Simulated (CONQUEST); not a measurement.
# Al3Au (I4/mmm) in CONQUEST: reference runs

Reference runs on Al3Au: the cell as given and a disturbed copy.

All numbers are computed with CONQUEST 1.3; they aren't measurements. Logs are shortened: lines on timing, memory, paths and dates and some standing lists are left out, and cuts for length are marked.

## (1) The structure

It takes space group I4/mmm (No. 139, tetragonal). Conventional cell: a = 4.051 Å, b = 4.051 Å, c = 8.113 Å, α = 90.00°, β = 90.00°, γ = 90.00°. Around Au (site symmetry 4/mmm) lie 12 Al at 2.86 to 2.87 Å. Al (site symmetry 4/mmm) has 4 Au at 2.86 Å and 8 Al at 2.87 Å as nearest neighbours. Around Al (site symmetry -4m2) lie 8 Al at 2.86 to 2.87 Å and 4 Au at 2.87 Å.

The cell comes from a database or a generator and needn't be the stable form of this composition.

## (2) Single point, PBEsol

File Conquest_input:

```
IO.Title Al3Au
IO.Coordinates coords.dat
IO.FractionalAtomicCoords T
IO.Iprint 2
IO.Iprint_init 1
General.NumberOfSpecies 2
General.PseudopotentialType hamann
AtomMove.TypeOfRun static
AtomMove.FullStress T
Grid.GridCutoff 120
DM.SolutionMethod diagon
Diag.MPMesh T
Diag.GammaCentred T
Diag.MPMeshX 7
Diag.MPMeshY 7
Diag.MPMeshZ 4
Diag.kT 0.00183747
minE.SCTolerance 1e-6
SC.MaxIters 100
IO.AtomChargeOutput T
IO.DumpChargeDensity T
IO.DumpESPot T
%block ChemicalSpeciesLabel
1 196.970 Au
2 26.980 Al
%endblock
```

File coords.dat:

```
    7.6546493623     0.0000000000     0.0000000000
    0.0000000000     7.6546493623     0.0000000000
    0.0000000000     0.0000000000    15.3317259943
8
  0.0000000000   0.0000000000   0.0000000000 1 T T T
  0.5000000000   0.5000000000   0.5000000000 1 T T T
  0.0000000000   0.0000000000   0.5000000000 2 T T T
  0.5000000000   0.5000000000   0.0000000000 2 T T T
  0.0000000000   0.5000000000   0.7500000000 2 T T T
  0.5000000000   0.0000000000   0.2500000000 2 T T T
  0.0000000000   0.5000000000   0.2500000000 2 T T T
  0.5000000000   0.0000000000   0.7500000000 2 T T T
```

Potentials or basis: PseudoDojo NC PBEsol, DZP, grid cutoff 120 Ha.

Started as:

```console
OMP_NUM_THREADS=1 Conquest
```

The program printed:

```text
Simulation cell dimensions:     7.6546 a0 x     7.6546 a0 x    15.3317 a0

      Atomic coordinates (a0)
         Atom         X         Y         Z  Species
            1    0.0000    0.0000    0.0000        1
            2    3.8273    3.8273    7.6659        1
            3    0.0000    0.0000    7.6659        2
            4    3.8273    3.8273    0.0000        2
            5    0.0000    3.8273   11.4988        2
            6    3.8273    0.0000    3.8329        2
            7    0.0000    3.8273    3.8329        2
            8    3.8273    0.0000   11.4988        2

         Monkhorst-Pack mesh:   7 x   7 x   4 gamma-centred
        This calculation includes non-local pseudopotentials,
         with a maximum core radius of      8.23709393

    Job title: Al3Au
    Job to be run: static calculation

[... 5 lines left out ...]
      Using Fermi-Dirac smearing

    Integration grid size:     40 x   40 x   80

    Integration grid spacing:  0.191 a0 x 0.191 a0 x 0.192 a0

    Number of species:  2
    --------------------------------------------------------
    |   #  mass (au)  Charge (e)  SF Rad (a0)  NSF  Label  |
    --------------------------------------------------------
    |   1    196.970      19.000        7.283   19  Au     |
    |   2     26.980       3.000        8.432   13  Al     |
    --------------------------------------------------------
          SCF tolerance:                 0.00000100
          SCF iterations:               100

    LibXC version:  6. 2. 2
    Using the GGA functional Perdew, Burke & Ernzerhof SOL
    Using the GGA functional Perdew, Burke & Ernzerhof SOL

           radial cut-off to be used is taken to be max PAO cut-off radius for this species:    7.030739

           greatest ang. mom. for making density from PAOs:  2

           radial cut-off to be used is taken to be max PAO cut-off radius for this species:    8.237094

           greatest ang. mom. for making density from PAOs:  2
    Minimum blocs/proc is     2000. Maximum blocs/proc is     2000
    set_atom_dens: In set_atomic_density, electrons :      56.000000000000
 matrix_size & matrix_size_padH =          116         116

    Screened ion int: energy:    -240.103614986408 Ha

    new_SC_potl: Starting.  Tolerance:  0.10000E-05

    PulayMixSC: Starting Pulay mixing, A_up =  0.500 A_dn =  0.500
    PulayMixSC: Spin non-polarised calculation.
          Harris-Foulkes Energy            :      -308.870583514990869 Ha
          GroundState Energy (E-(1/2)TS)   :      -308.871074438502035 Ha
          Free Energy (E-TS)               :      -308.871565362013257 Ha
          DFT Total Energy                 :      -308.387421139500020 Ha
          Total number of electrons        :        56.000000000000888
    PulayMixSC: Pulay iteration     1 residual:              0.48035E-02
          Harris-Foulkes Energy            :      -308.854171620725879 Ha
          GroundState Energy (E-(1/2)TS)   :      -308.854758921038467 Ha
          Free Energy (E-TS)               :      -308.855346221351056 Ha
          DFT Total Energy                 :      -308.548794821157287 Ha
          Total number of electrons        :        56.000066867710188
    PulayMixSC: Pulay iteration     2 residual:              0.32614E-02
          Harris-Foulkes Energy            :      -308.753298649405110 Ha
          GroundState Energy (E-(1/2)TS)   :      -308.753791378872677 Ha
          Free Energy (E-TS)               :      -308.754284108340300 Ha
          DFT Total Energy                 :      -308.751282505946278 Ha
          Total number of electrons        :        56.000087431115873
    PulayMixSC: Pulay iteration     3 residual:              0.43699E-03
          Harris-Foulkes Energy            :      -308.752818489221170 Ha
          GroundState Energy (E-(1/2)TS)   :      -308.753281238238458 Ha
          Free Energy (E-TS)               :      -308.753743987255689 Ha
          DFT Total Energy                 :      -308.750928010051553 Ha
          Total number of electrons        :        56.000127194031229
    PulayMixSC: Pulay iteration     4 residual:              0.27597E-03
          Harris-Foulkes Energy            :      -308.752240191126759 Ha
          GroundState Energy (E-(1/2)TS)   :      -308.752719064791847 Ha
          Free Energy (E-TS)               :      -308.753197938456879 Ha
          DFT Total Energy                 :      -308.752238649140850 Ha
          Total number of electrons        :        56.000134514845463
    PulayMixSC: Pulay iteration     5 residual:              0.16028E-04
          Harris-Foulkes Energy            :      -308.752238235595428 Ha
          GroundState Energy (E-(1/2)TS)   :      -308.752718451189594 Ha
          Free Energy (E-TS)               :      -308.753198666783703 Ha
          DFT Total Energy                 :      -308.752232312017441 Ha
          Total number of electrons        :        56.000135731497004
    PulayMixSC: Pulay iteration     6 residual:              0.16245E-04
          Harris-Foulkes Energy            :      -308.752238907049559 Ha
          GroundState Energy (E-(1/2)TS)   :      -308.752718077803138 Ha
          Free Energy (E-TS)               :      -308.753197248556660 Ha
          DFT Total Energy                 :      -308.752238794684729 Ha
          Total number of electrons        :        56.000136395114858
    PulayMixSC: Pulay iteration     7 residual:              0.22602E-05
          Harris-Foulkes Energy            :      -308.752238518597665 Ha
          GroundState Energy (E-(1/2)TS)   :      -308.752717788769644 Ha
          Free Energy (E-TS)               :      -308.753197058941566 Ha
          DFT Total Energy                 :      -308.752238517884223 Ha
          Total number of electrons        :        56.000137364189925
    PulayMixSC: Pulay iteration     8 residual:              0.30186E-06
    PulayMixSC: Reached SCF tolerance of  0.30186E-06 after      8 iterations
      | Number of electrons      =        56.000137
      |* band energy as 2Tr[K.H] =       -59.190049348294728 Ha
      |  screened ion-ion energy =      -240.103614986407848 Ha
      |  Ha correction           =         3.517298887764855 Ha
      |  XC correction           =       -12.975882499847517 Ha
      | GS Energy as E-(1/2)TS   =      -308.752717788769644 Ha
      | Free Energy as E-TS      =      -308.753197058941566 Ha
      |* Harris-Foulkes energy   =      -308.752238518597665 Ha
      |* DFT total energy        =      -308.752238517884223 Ha
      |  estimated accuracy      =        -0.000000000713442 Ha

    force: Forces on atoms (Ha/a0)
    force:  Atom   X              Y              Z
    force:     1  -0.0000000000   0.0000000000  -0.0000000000
    force:     2  -0.0000000000  -0.0000000000   0.0000000000
    force:     3  -0.0000000000  -0.0000000000   0.0000000000
    force:     4  -0.0000000000  -0.0000000000  -0.0000000000
    force:     5   0.0000000000   0.0000000000   0.0000000000
    force:     6  -0.0000000000  -0.0000000000  -0.0000000000
    force:     7  -0.0000000000  -0.0000000000  -0.0000000000
    force:     8  -0.0000000000   0.0000000000   0.0000000000

    force: Maximum force :        0.00000000(Ha/a0) on atom         6 in z direction
    force: Force Residual:        0.00000000 Ha/a0
    force: Total stress:          1.28381650     0.00000000     0.00000000 GPa
                             0.00000000     1.28381650     0.00000000
                             0.00000000     0.00000000     1.56128959
    force: Average pressure:     -1.37630753 GPa

    force: Finished force
    get_E_and_F: Change in energy during last step of electronic optimisation:  0.38845E-06

    BIBLIOGRAPHY: Please consider citing the following references in the conquest.bib file

    CONQUEST:         Bowler2002pt, Miyazaki2004, Nakata2020
    Basis:            Bowler2019
    DM:               Bowler:2006xr
    Pseudopotentials: Hamann2013, Bowler2019
    XC references from LibXC:
```

Wall time 5.3 min (1 thread of AMD EPYC 7R43 (Zen 3), shared host); peak memory 1.4 GiB.

What came out:

```yaml
Free_energy: -8401.6025 eV
Pressure: -1.4 GPa
Band_gap_on_the_k_mesh: none (metal or under the smearing width)
Mulliken_charges: Au -0.45; Al +0.11, +0.17 e
```

Caveat: Mulliken charges move with the basis; the box holds several primitive cells, so bands are folded and the points are those of the box's own zone; the basis of atomic orbitals isn't converged, which shifts pressures, moduli and gaps. Spin-orbit coupling is left out, which matters for the levels of Au.

## (3) Single point, PBEsol (atoms moved at random, drawn with an rms of 0.05 Å)

Changes to Conquest_input since step 2:

```diff
@@ -20,4 +20,2 @@
 IO.AtomChargeOutput T
-IO.DumpChargeDensity T
-IO.DumpESPot T
 %block ChemicalSpeciesLabel
```

File coords.dat:

```
    7.6546493623     0.0000000000     0.0000000000
    0.0000000000     7.6546493623     0.0000000000
    0.0000000000     0.0000000000    15.3317259943
8
  0.4951185000   0.5070225000   0.5000555000 1 T T T
  0.9951185000   0.0070225000   0.0000555000 1 T T T
  0.4991750000   0.5005740000   0.0084240000 2 T T T
  0.9991750000   0.0005740000   0.5084240000 2 T T T
  0.0008315000   0.4935555000   0.7590565000 2 T T T
  0.5008315000   0.9935555000   0.2590565000 2 T T T
  0.4951350000   0.9914950000   0.7467970000 2 T T T
  0.9951350000   0.4914950000   0.2467970000 2 T T T
```

Potentials or basis: PseudoDojo NC PBEsol, DZP, grid cutoff 120 Ha.

Started as:

```console
OMP_NUM_THREADS=1 Conquest
```

The program printed:

```text
Simulation cell dimensions:     7.6546 a0 x     7.6546 a0 x    15.3317 a0

      Atomic coordinates (a0)
         Atom         X         Y         Z  Species
            1    3.7900    3.8811    7.6667        1
            2    7.6173    0.0538    0.0009        1
            3    3.8210    3.8317    0.1292        2
            4    7.6483    0.0044    7.7950        2
            5    0.0064    3.7780   11.6376        2
            6    3.8337    7.6053    3.9718        2
            7    3.7901    7.5895   11.4497        2
            8    7.6174    3.7622    3.7838        2

         Monkhorst-Pack mesh:   7 x   7 x   4 gamma-centred
        This calculation includes non-local pseudopotentials,
         with a maximum core radius of      8.23709393

    Job title: Al3Au
    Job to be run: static calculation

[... 5 lines left out ...]
      Using Fermi-Dirac smearing

    Integration grid size:     40 x   40 x   80
[... 82 lines left out ...]
    PulayMixSC: Reached SCF tolerance of  0.30572E-06 after      8 iterations
      | Number of electrons      =        56.000153
      |* band energy as 2Tr[K.H] =       -59.201082474512162 Ha
      |  screened ion-ion energy =      -240.091672571632870 Ha
      |  Ha correction           =         3.517239880602670 Ha
      |  XC correction           =       -12.975457205469091 Ha
      | GS Energy as E-(1/2)TS   =      -308.751441083854502 Ha
      | Free Energy as E-TS      =      -308.751919246594014 Ha
      |* Harris-Foulkes energy   =      -308.750962921115047 Ha
      |* DFT total energy        =      -308.750962920382392 Ha
      |  estimated accuracy      =        -0.000000000732655 Ha

    force: Forces on atoms (Ha/a0)
    force:  Atom   X              Y              Z
    force:     1   0.0000254546  -0.0009444932   0.0011239145
    force:     2   0.0000254546  -0.0009444932   0.0011239144
    force:     3  -0.0009780950   0.0000931669  -0.0041898542
    force:     4  -0.0009780950   0.0000931669  -0.0041898542
    force:     5  -0.0011911453   0.0003734013  -0.0021618522
    force:     6  -0.0011911453   0.0003734013  -0.0021618522
    force:     7   0.0016746025   0.0010154323   0.0051983800
    force:     8   0.0016746025   0.0010154323   0.0051983800

    force: Maximum force :        0.00519838(Ha/a0) on atom         7 in z direction
    force: Force Residual:        0.00380022 Ha/a0
    force: Total stress:          0.94975158     0.00070803     0.01449124 GPa
                             0.00070803     1.25116726    -0.02111024
                             0.01449124    -0.02111024     1.34967534
    force: Average pressure:     -1.18353139 GPa

    force: Finished force
    get_E_and_F: Change in energy during last step of electronic optimisation:  0.37310E-06

    BIBLIOGRAPHY: Please consider citing the following references in the conquest.bib file

    CONQUEST:         Bowler2002pt, Miyazaki2004, Nakata2020
    Basis:            Bowler2019
    DM:               Bowler:2006xr
    Pseudopotentials: Hamann2013, Bowler2019
    XC references from LibXC:
```

Run time: 4.7 min. Hardware: 1 thread of AMD EPYC 7R43 (Zen 3), shared host; peak memory 1.4 GiB.

What came out:

| Quantity | Value |
| --- | --- |
| Free energy | -8401.5677 eV |
| Pressure | -1.2 GPa |
| Largest force | 0.286 eV/Å |
| Band gap on the k mesh | none (metal or under the smearing width) |
| Mulliken charges | Au -0.45; Al +0.11, +0.16, +0.17 e |

Forces on the atoms (eV/Å):
```
Au   0.001 -0.049  0.058
Au   0.001 -0.049  0.058
Al  -0.050  0.005 -0.215
Al  -0.050  0.005 -0.215
Al  -0.061  0.019 -0.111
Al  -0.061  0.019 -0.111
Al   0.086  0.052  0.267
Al   0.086  0.052  0.267
```

Stress tensor (GPa, compression positive):
```
-0.95  0.00 -0.01
 0.00 -1.25  0.02
-0.01  0.02 -1.35
```

Levels at points of the mesh, in eV from the Fermi level:
```tsv
k point	band 24	band 25	band 26	band 27	band 28	band 29	band 30	band 31	band 32	band 33
(0.00, 0.00, 0.00)	-2.44	-0.34	0.05	0.13	0.37	0.74	0.81	0.88	1.00	1.04
(0.00, 0.00, 0.50)	-1.60	-1.57	-1.57	-0.19	-0.19	0.93	0.93	3.04	3.04	3.18
```

Caveat: Mulliken charges move with the basis; the box holds several primitive cells, so bands are folded and the points are those of the box's own zone; the basis of atomic orbitals isn't converged, which shifts pressures, moduli and gaps. Spin-orbit coupling is left out, which matters for the levels of Au.
